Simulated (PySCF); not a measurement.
# C6H9N: the cost of one run

The runs use PySCF 2.14.0, with density-fitted response routines of our own; the level of theory stands in each step. All values are computed, except where a source is named. Atoms count from 0, in the outputs and in this text.

### 1 The starting structure

16 atoms, charge 0, multiplicity 1; geometry from: GFN2-xTB. The atoms were then displaced at random by about 0.01 Å, so the start is not that level's minimum.

Bonds of the start (Å): C0–C1 1.26, C1–C2 1.30, C2–C3 1.48, C2–C4 1.47, C4–N5 1.25, N5–C6 1.44, C0–H7 1.08, C0–H8 1.09, C3–H9 1.06, C3–H10 1.13, C3–H11 1.09, C4–H12 1.11, C6–H13 1.10, C6–H14 1.09, C6–H15 1.08.

### 2 Relaxing the molecule at PBE0-D3(BJ)/def2-SVP

Job settings and geometry (Å):

```
{"job": {"xc": "PBE0", "basis": "def2-SVP", "d3": "d3bj", "grid": 1, "shake": 0.01, "kind": "geom"}, "charge": 0, "multiplicity": 1}
C     -2.353190     2.017860     0.475190
C     -1.595910     1.023600     0.311250
C     -0.805300     0.004120     0.147870
C     -1.250800    -1.379020    -0.131960
C      0.649260     0.191680     0.251560
N      1.447760    -0.765250     0.138500
C      2.866110    -0.559760     0.255680
H     -2.743470     2.328500     1.434820
H     -2.683720     2.665980    -0.339900
H     -0.867520    -1.731830    -1.059850
H     -2.378180    -1.404080    -0.172490
H     -0.936600    -2.054310     0.660510
H      0.958220     1.240970     0.445020
H      3.114920     0.495400     0.439880
H      3.328940    -0.918050    -0.661740
H      3.230450    -1.158200     1.083880
```

Run with:

```bash
$ OMP_NUM_THREADS=1 python probes_run.py task.json out
```

One launch serves the whole session: the jobs run in the order shown.

**Question.** How long does this first job take on 1 thread of Arm Neoverse N1, shared host, and how much memory does it need?

About 65 s, with a peak of 0.61 GiB.
